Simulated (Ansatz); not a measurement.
**Mg: stress in a strained cell**

Aim: deform Mg (equal xx and yy strain of -3 %) and compute stress, forces and field gradients with LAPW, PAW and all-electron datasets made for the crystal.

Computed with Ansatz 0.2.0 (DFT LDA, scalar-relativistic, unless a step's input says otherwise).

**1. Starting point**

It takes space group Fm-3m (No. 225, cubic). Conventional cell: a = 4.489 Å, b = 4.489 Å, c = 4.489 Å, α = 90.00°, β = 90.00°, γ = 90.00°. Around Mg (site symmetry m-3m) lie 12 Mg at 3.17 Å.

As a file:

```
CELL_PARAMETERS angstrom
0.00000 2.24426 2.24426
2.24426 0.00000 2.24426
2.24426 2.24426 0.00000
ATOMIC_POSITIONS crystal
Mg 0.00000 0.00000 0.00000
```

**2. The deformed structure**

Space group Fm-3m before, I4/mmm after.

**3. LAPW, all electrons**

File input.yaml:

```yaml
crystal:
  lattice:
    - [0.0, 2.17692832, 2.244256]
    - [2.17692832, 0.0, 2.244256]
    - [2.17692832, 2.17692832, 0.0]
  atoms:
    - { symbol: Mg, position: [0.0, 0.0, 0.0] }
kpoints:
  mp_grid: { grid: [16, 16, 16] }
  band_path:
    path:
      - [0.0, 0.0, 0.0]
      - [0.0, 0.5, 0.5]
      - [0.25, 0.75, 0.5]
      - [0.0, 0.5, 0.0]
      - [0.0, 0.0, 0.0]
      - [0.5, 0.5, 0.0]
      - [0.3676125, 0.6323875, 0.0]
      - [-0.3676125, 0.3676125, 0.0]
      - [0.0, 0.0, 0.0]
    npoints: 5
scf:
  occupations: { method: fermi_dirac, width: 0.03 }
hamiltonian:
  xc: lda
  pseudopotentials: { kind: all_electron, lapw: { basis_error: 0.001 } }
output:
  forces: true
  stress: true
  eigenvalues: true
```

Launch:

```bash
ansatz run input.yaml --threads 1 --pin off --max-ram 3072MiB --backend cpu --events-out ev --progress --plain --runs-dir out
```

**4. PAW with frozen cores**

File input.yaml:

```yaml
crystal:
  lattice:
    - [0.0, 2.17692832, 2.244256]
    - [2.17692832, 0.0, 2.244256]
    - [2.17692832, 2.17692832, 0.0]
  atoms:
    - { symbol: Mg, position: [0.0, 0.0, 0.0] }
kpoints:
  mp_grid: { grid: [16, 16, 16] }
scf:
  occupations: { method: fermi_dirac, width: 0.03 }
hamiltonian:
  xc: lda
  pseudopotentials: { kind: paw }
output:
  forces: true
  stress: true
  eigenvalues: true
  efg: { contact_densities: true }
  write_density: true
  write_potential: true
  elf: true
  volumetric_format: npy
```

**5. All-electron PAW on datasets made for the crystal**

Edit input.yaml of step 4 so:

```diff
@@ -13,3 +13,3 @@
   xc: lda
-  pseudopotentials: { kind: paw }
+  pseudopotentials: { kind: all_electron, datasets: crystal }
 output:
@@ -19,5 +19 @@
   efg: { contact_densities: true }
-  write_density: true
-  write_potential: true
-  elf: true
-  volumetric_format: npy
```

(Steps that only read results are left out.)

**Question.** What will these runs give? Wanted: pressure; largest shear or deviatoric stress.

The runs gave:

| quantity | value |
| --- | --- |
| pressure | LAPW 0.97, PAW 0.94, crystal datasets 0.97 GPa |
| largest shear or deviatoric stress (LAPW) | 0.06 GPa |

In words: The largest part of the stress beyond the pressure is 0.06 GPa in size, in the zz component. No run of the undeformed cell stands beside it, so the pressure holds what the given cell had before the change. PAW: stress within 0.03 GPa of LAPW. Crystal datasets: stress within 0.01 GPa of LAPW.
